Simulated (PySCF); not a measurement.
# One shape, several levels: CH6FGaSi (SMILES F[SiH2][CH2][GaH2])

Wanted: a comparison of 6 runs (HF/3-21G, HF/6-31G**, HF/def2-SVP, B3LYP/3-21G, B3LYP/6-31G*, BLYP/def2-SVP) of CH6FGaSi. The job is set up through a Python script.

Program for the calculation: PySCF 2.14.0.

## Step 1: The structure to begin with

The species is CH6FGaSi (10 atoms), meant as a singlet with charge 0. As SMILES, `F[SiH2][CH2][GaH2]`. The shape comes from GFN2-xTB, which is rough for such elements, and wasn't checked as a minimum. This is one conformer, not always the lowest.

Bond lengths: F1–Si2 1.707 Å, Si2–C3 1.882 Å, C3–Ga4 2.061 Å, Si2–H5 1.457 Å, Si2–H6 1.457 Å, C3–H7 1.092 Å, C3–H8 1.093 Å, Ga4–H9 1.565 Å, Ga4–H10 1.565 Å. Some angles: F1–Si2–C3 97.8°, Si2–C3–Ga4 94.1°, F1–Si2–H5 100.0°, F1–Si2–H6 100.2°, C3–Si2–H5 119.1°, C3–Si2–H6 118.5°, Si2–C3–H7 112.4°, Si2–C3–H8 112.2°, Ga4–C3–H7 115.9°, Ga4–C3–H8 115.1°.

## Step 2: Energy and forces at HF/3-21G (run 1)

input.py reads:

```python
from pyscf import gto

system = gto.M(
    atom=[
    ('F', (-1.394310, 0.482300, 0.706280)),
    ('Si', (-0.412160, 1.207980, -0.485920)),
    ('C', (0.877930, -0.155340, -0.620450)),
    ('Ga', (0.038130, -1.300720, 0.873510)),
    ('H', (-1.387710, 1.367110, -1.555900)),
    ('H', (-0.050230, 2.443800, 0.194840)),
    ('H', (1.889810, 0.209200, -0.429640)),
    ('H', (0.886610, -0.618480, -1.610300)),
    ('H', (-0.925010, -2.493890, 0.560410)),
    ('H', (0.476940, -1.141980, 2.367160)),
],
    charge=0,
    max_memory=1860,
    basis='3-21g',
    verbose=3,
    spin=0,
)

mf = system.RHF()
mf.conv_tol = 1e-10
mf.kernel()
if not mf.converged:
    mf = mf.newton().run(mf.mo_coeff, mf.mo_occ)

e_final = mf.e_tot
print('E(%s) = %.9f' % ('HF', e_final))
grad = mf.nuc_grad_method().kernel()
dip = mf.dip_moment()
pop, q = mf.mulliken_pop()
```

The run is started by

```sh
OMP_NUM_THREADS=1 python input.py
```

Standard output:

```text
converged SCF energy = -2341.33106709471
E(HF) = -2341.331067095
--------------- RHF gradients ---------------
         x                y                z
0 F    -0.0141883727     0.0148705330     0.0004715912
1 Si     0.0120033022     0.0096585419    -0.0136646172
2 C     0.0047697739    -0.0032845641    -0.0018440933
3 Ga     0.0039742228    -0.0125057115     0.0065746983
4 H    -0.0019627152    -0.0052068085     0.0119762120
5 H    -0.0077304921    -0.0095705638     0.0044679570
6 H     0.0055249807     0.0041045552    -0.0037753173
7 H     0.0025039436     0.0012031014    -0.0072114445
8 H     0.0011367803     0.0035462168     0.0060680537
9 H    -0.0060314235    -0.0028153005    -0.0030630397
----------------------------------------------
Dipole moment(X, Y, Z, Debye):  1.63379,  1.68814, -2.40170
 ** Mulliken pop  **
pop of  0 F 1s            1.98454
pop of  0 F 2s            0.43699
pop of  0 F 3s            1.54190
pop of  0 F 2px           0.83015
pop of  0 F 2py           0.81806
pop of  0 F 2pz           0.81194
pop of  0 F 3px           1.04393
pop of  0 F 3py           1.03644
pop of  0 F 3pz           1.02677
pop of  1 Si 1s           1.99855
pop of  1 Si 2s           1.97256
pop of  1 Si 3s           0.71290
pop of  1 Si 4s           0.31173
pop of  1 Si 2px          1.95573
pop of  1 Si 2py          1.95640
pop of  1 Si 2pz          1.95450
pop of  1 Si 3px          0.47584
pop of  1 Si 3py          0.51985
pop of  1 Si 3pz          0.44616
pop of  1 Si 4px          0.09895
pop of  1 Si 4py          0.08366
pop of  1 Si 4pz          0.10597
pop of  2 C 1s            1.98775
pop of  2 C 2s            0.32194
pop of  2 C 3s            1.25923
pop of  2 C 2px           0.51867
pop of  2 C 2py           0.49532
pop of  2 C 2pz           0.52691
pop of  2 C 3px           0.68953
pop of  2 C 3py           0.75811
pop of  2 C 3pz           0.75350
pop of  3 Ga 1s           1.99983
pop of  3 Ga 2s           1.99853
pop of  3 Ga 3s           1.99483
pop of  3 Ga 4s           0.71244
pop of  3 Ga 5s           0.24841
pop of  3 Ga 2px          1.99855
pop of  3 Ga 2py          1.99852
pop of  3 Ga 2pz          1.99862
pop of  3 Ga 3px          1.98477
pop of  3 Ga 3py          1.98517
pop of  3 Ga 3pz          1.98734
pop of  3 Ga 4px          0.25826
pop of  3 Ga 4py          0.32799
pop of  3 Ga 4pz          0.47107
pop of  3 Ga 5px          0.06706
pop of  3 Ga 5py          0.06083
pop of  3 Ga 5pz          0.09971
pop of  3 Ga 3dxy         1.98583
pop of  3 Ga 3dyz         1.98677
pop of  3 Ga 3dz^2        1.98382
pop of  3 Ga 3dxz         1.99011
pop of  3 Ga 3dx2-y2      1.99639
pop of  4 H 1s            0.44041
pop of  4 H 2s            0.78963
pop of  5 H 1s            0.44039
pop of  5 H 2s            0.78878
pop of  6 H 1s            0.44802
pop of  6 H 2s            0.30302
pop of  7 H 1s            0.44802
pop of  7 H 2s            0.30261
pop of  8 H 1s            0.40109
pop of  8 H 2s            0.83312
pop of  9 H 1s            0.40150
pop of  9 H 2s            0.83407
 ** Mulliken atomic charges  **
charge of    0F =     -0.53072
charge of    1Si =      1.40721
charge of    2C =     -1.31096
charge of    3Ga =      0.86513
charge of    4H =     -0.23005
charge of    5H =     -0.22917
charge of    6H =      0.24896
charge of    7H =      0.24937
charge of    8H =     -0.23420
charge of    9H =     -0.23557
```

It took 4.2 s on 1 thread of Intel Xeon at 2.70GHz, shared host; peak memory 0.14 GiB.

## Step 3: Energy and gradient at HF/6-31G(d,p) (spherical functions) (run 2)

calc.py reads:

```python
from pyscf import gto

molecule = gto.Mole()
molecule.atom = '''
F     -1.394310     0.482300     0.706280
Si    -0.412160     1.207980    -0.485920
C      0.877930    -0.155340    -0.620450
Ga     0.038130    -1.300720     0.873510
H     -1.387710     1.367110    -1.555900
H     -0.050230     2.443800     0.194840
H      1.889810     0.209200    -0.429640
H      0.886610    -0.618480    -1.610300
H     -0.925010    -2.493890     0.560410
H      0.476940    -1.141980     2.367160
'''
molecule.spin = 0
molecule.verbose = 4
molecule.max_memory = 1860
molecule.charge = 0
molecule.basis = '6-31g**'
molecule.build()

mf = molecule.RHF()
mf.conv_tol = 1e-10
mf.kernel()
if not mf.converged:
    mf = mf.newton().run(mf.mo_coeff, mf.mo_occ)

e_final = mf.e_tot
print('Final energy', e_final)
grad = mf.nuc_grad_method().kernel()
dip = mf.dip_moment()
pop, q = mf.mulliken_pop()
```

The run is started by

```sh
OMP_NUM_THREADS=1 python calc.py
```

Standard output:

```text
PySCF version 2.14.0

[... 66 lines left out ...]
converged SCF energy = -2352.72995512521
Final energy -2352.729955125208
[... 11 lines left out ...]
Dipole moment(X, Y, Z, Debye):  1.40728,  1.53736, -2.13672
[... 80 lines left out ...]
pop of  4 H 2s            0.65612
pop of  4 H 2px           0.00311
pop of  4 H 2py           0.00023
pop of  4 H 2pz           0.00317
pop of  5 H 1s            0.51252
pop of  5 H 2s            0.65649
pop of  5 H 2px           0.00050
pop of  5 H 2py           0.00435
pop of  5 H 2pz           0.00165
pop of  6 H 1s            0.51054
pop of  6 H 2s            0.31972
pop of  6 H 2px           0.00826
pop of  6 H 2py           0.00371
pop of  6 H 2pz           0.00266
pop of  7 H 1s            0.51045
pop of  7 H 2s            0.31950
pop of  7 H 2px           0.00227
pop of  7 H 2py           0.00439
pop of  7 H 2pz           0.00795
pop of  8 H 1s            0.47131
pop of  8 H 2s            0.60723
pop of  8 H 2px           0.00201
pop of  8 H 2py           0.00290
pop of  8 H 2pz           0.00061
pop of  9 H 1s            0.47181
pop of  9 H 2s            0.60772
pop of  9 H 2px           0.00061
pop of  9 H 2py           0.00038
pop of  9 H 2pz           0.00453
 ** Mulliken atomic charges  **
charge of    0F =     -0.56817
charge of    1Si =      1.17790
charge of    2C =     -0.74240
charge of    3Ga =      0.34196
charge of    4H =     -0.17521
charge of    5H =     -0.17550
charge of    6H =      0.15511
charge of    7H =      0.15544
charge of    8H =     -0.08408
charge of    9H =     -0.08506
```

Wall time 26 s (1 thread of Intel Xeon at 2.70GHz, shared host); peak memory 0.26 GiB.

Runs 3 to 5 aren't shown in full; the table further down has their settings and results.

## Step 4: Energy and gradient at BLYP/def2-SVP (run 6)

input.py reads:

```python
import pyscf.grad
from pyscf import gto, dft

mol = gto.M(
    atom='''
F     -1.394310     0.482300     0.706280
Si    -0.412160     1.207980    -0.485920
C      0.877930    -0.155340    -0.620450
Ga     0.038130    -1.300720     0.873510
H     -1.387710     1.367110    -1.555900
H     -0.050230     2.443800     0.194840
H      1.889810     0.209200    -0.429640
H      0.886610    -0.618480    -1.610300
H     -0.925010    -2.493890     0.560410
H      0.476940    -1.141980     2.367160
''',
    charge=0,
    max_memory=1860,
    spin=0,
    basis='def2-svp',
    verbose=3,
)

mf = dft.RKS(mol, xc='blyp')
mf.grids.level = 5
mf.conv_tol = 1e-10
mf.kernel()
if not mf.converged:
    mf = mf.newton().run(mf.mo_coeff, mf.mo_occ)

e_final = mf.e_tot
print('E(%s) = %.9f' % ('BLYP', e_final))
grad = mf.Gradients().kernel()
dip = mf.dip_moment()
pop, q = mf.mulliken_pop()
```

The run is started by

```sh
OMP_NUM_THREADS=1 python input.py
```

Standard output:

```text
converged SCF energy = -2355.51244217636
[... 9 lines left out ...]
Dipole moment(X, Y, Z, Debye):  1.17730,  1.36836, -1.86024
[... 80 lines left out ...]
pop of  4 H 2s            0.31778
pop of  4 H 2px           0.00483
pop of  4 H 2py           0.00099
pop of  4 H 2pz           0.00495
pop of  5 H 1s            0.76179
pop of  5 H 2s            0.31846
pop of  5 H 2px           0.00133
pop of  5 H 2py           0.00678
pop of  5 H 2pz           0.00266
pop of  6 H 1s            0.73142
pop of  6 H 2s            0.20068
pop of  6 H 2px           0.01216
pop of  6 H 2py           0.00717
pop of  6 H 2pz           0.00646
pop of  7 H 1s            0.73157
pop of  7 H 2s            0.19998
pop of  7 H 2px           0.00592
pop of  7 H 2py           0.00806
pop of  7 H 2pz           0.01181
pop of  8 H 1s            0.71421
pop of  8 H 2s            0.37721
pop of  8 H 2px           0.00276
pop of  8 H 2py           0.00391
pop of  8 H 2pz           0.00114
pop of  9 H 1s            0.71487
pop of  9 H 2s            0.37783
pop of  9 H 2px           0.00102
pop of  9 H 2py           0.00074
pop of  9 H 2pz           0.00604
 ** Mulliken atomic charges  **
charge of    0F =     -0.32636
charge of    1Si =      0.65646
charge of    2C =     -0.30370
charge of    3Ga =      0.26974
charge of    4H =     -0.09014
charge of    5H =     -0.09103
charge of    6H =      0.04210
charge of    7H =      0.04266
charge of    8H =     -0.09924
charge of    9H =     -0.10050
```

Wall time 58 s (1 thread of Intel Xeon at 2.70GHz, shared host); peak memory 1.1 GiB.

## Step 5: Overview of the runs

```
run                               level  integration grid  Cartesian functions   energy (Eh)  dipole moment (D)  HOMO energy (eV)  LUMO energy (eV)  wall time
  1                            HF/3-21G                 –                   no  -2341.331067               3.36            -10.61              2.24      4.2 s
  2    HF/6-31G** (spherical functions)                 –                   no  -2352.729955               2.98            -10.54              2.01       26 s
  3                         HF/def2-SVP                 –                   no  -2352.578238               3.05            -10.69              2.17       23 s
  4                         B3LYP/3-21G                 5                   no  -2344.261018               2.96             -7.56             -0.93       25 s
  5  B3LYP/6-31G* (Cartesian functions)                 5                  yes  -2355.722836               2.72             -7.56             -1.12       48 s
  6                       BLYP/def2-SVP                 5                   no  -2355.512442               2.59             -6.55             -1.60       58 s
```

## Step 6: What came out

| quantity | value |
| --- | --- |
| run 6: total energy | -2355.51244 Eh |
| run 6: dipole moment | 2.59 D |
| run 6: HOMO energy | -6.55 eV |
| run 6: LUMO energy | -1.60 eV |
| run 6: HOMO–LUMO gap | 4.95 eV |
| run 6: largest force on an atom | 1.115 eV/Å |

**Reading.** The dipole moment (its size) runs from 2.59 D (BLYP/def2-SVP) to 3.36 D (HF/3-21G). The two ends differ in method and basis. The HOMO–LUMO gap runs from 4.95 eV (BLYP/def2-SVP) to 12.87 eV (HF/def2-SVP). Exact exchange widens orbital gaps. Totals of different functionals can't be ranked against each other. All runs together took 3.1 min, the longest 58 s.
